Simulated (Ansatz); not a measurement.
# BClGaH3: one species, many methods

One table from this session's results is given with a row withheld; the runs are named, their logs left out.

Computed with Ansatz 0.2.0, Gaussian basis. Level: functionals in def2-TZVPP, the program's frozen cores in correlated methods.

Plan: LDA (SPW92), PBE-D4, revPBE-D4, BLYP-D4, r2SCAN-D4, B97M-V, PBE0-D4, B3LYP-D4, r2SCANh-D4, r2SCAN0-D4, HSE06-D4, BHLYP-D4, CAM-B3LYP-D4, LC-ωPBE, ωB97X-V, ωB97M-V, B2PLYP, PBE-QIDH; CCSD(T)/def2-SVP; CCSD(T)/def2-TZVPP; MP2/def2-QZVPP; extrapolation to the limit; RPA on PBE.

### Structure used throughout

The geometry comes from an earlier relaxation with PBE0-D4 in a triple-zeta def2 set; it is a stationary point.

SMILES `Cl[BH][GaH2]`, 6 atoms, charge 0, spin multiplicity 1.

Atoms are counted from 1 here; the program's logs count them from 0.

Bond lengths: Cl1–B2 1.749 Å, B2–Ga3 2.085 Å, B2–H4 1.196 Å, Ga3–H5 1.573 Å, Ga3–H6 1.573 Å. Angles: Cl1–B2–Ga3 119.1°, Cl1–B2–H4 114.7°, Ga3–B2–H4 126.2°, B2–Ga3–H5 121.6°, B2–Ga3–H6 121.5°, H5–Ga3–H6 116.9°.

As a file:

```
Cl   -0.77156   -2.06415    0.92208
B    -0.51524   -0.87528   -0.33542
Ga    0.49495    0.88847    0.12880
H    -0.95575   -1.17642   -1.40584
H     2.05976    0.99764    0.00648
H    -0.27005    2.16575    0.63759
```

Set-up of the first run:

Input file in.yaml:

```yaml
crystal:
  periodic: [false, false, false]
  atoms:
    - {symbol: Cl, position_ang: [-0.771564, -2.064153, 0.922079]}
    - {symbol: B, position_ang: [-0.515241, -0.875284, -0.335415]}
    - {symbol: Ga, position_ang: [0.494948, 0.888470, 0.128801]}
    - {symbol: H, position_ang: [-0.955751, -1.176420, -1.405844]}
    - {symbol: H, position_ang: [2.059758, 0.997640, 0.006484]}
    - {symbol: H, position_ang: [-0.270050, 2.165747, 0.637594]}
basis:
  gaussian: {orbitals: def2-TZVPP}
hamiltonian: {xc: lda}
output: {orbitals: {seedname: orbitals}}
```

Launch:

```
> ansatz run in.yaml --threads 2 --pin off --events-out ev --progress --plain --max-ram 4352MiB
```

Steps of the session up to this table: LDA; PBE-D4 (GGA); revPBE-D4 (GGA); BLYP-D4 (GGA); r2SCAN-D4 (meta-GGA); B97M-V (meta-GGA); PBE0-D4 (hybrid); B3LYP-D4 (hybrid); r2SCANh-D4 (hybrid); r2SCAN0-D4 (hybrid); HSE06-D4 (hybrid); BHLYP-D4 (hybrid); CAM-B3LYP-D4 (range-separated); LC-ωPBE (range-separated); ωB97X-V (range-separated); ωB97M-V (range-separated); B2PLYP (double hybrid); PBE-QIDH (double hybrid).

One of the session's tables, all rows but one given; the rest of the session is left out.

It belongs to the step «Orbital energies across the functionals». 

```
  functional  HOMO (eV)  LUMO (eV)  gap (eV)
 LDA (SPW92)      -6.30      -3.22      3.07
      PBE-D4      -6.20      -2.98      3.22
   revPBE-D4      -6.15      -2.88      3.27
     BLYP-D4          ?          ?         ?
   r2SCAN-D4      -6.45      -2.70      3.75
      B97M-V      -6.53      -2.74      3.79
     PBE0-D4      -7.38      -2.04      5.34
    B3LYP-D4      -7.19      -2.22      4.97
  r2SCANh-D4      -6.88      -2.37      4.52
  r2SCAN0-D4      -7.54      -1.88      5.66
    HSE06-D4      -6.98      -2.42      4.55
    BHLYP-D4      -8.47      -1.09      7.39
CAM-B3LYP-D4      -8.71      -0.94      7.76
     LC-ωPBE     -10.03       0.25     10.28
     ωB97X-V      -9.68       0.11      9.79
     ωB97M-V      -9.50      -0.13      9.37
```

Q: Estimate the row for BLYP-D4 from the others.

Worked estimate for «HOMO (eV)». Against the share of exact exchange, B3LYP-D4 (0.2, -7.19), BHLYP-D4 (0.5, -8.47) give a slope of -4.27 per unit share; at 0 the line stands at -6.34.

The run gave: HOMO (eV): -6.09; LUMO (eV): -2.80; gap (eV): 3.29. In «HOMO (eV)» the line misses by -0.25.
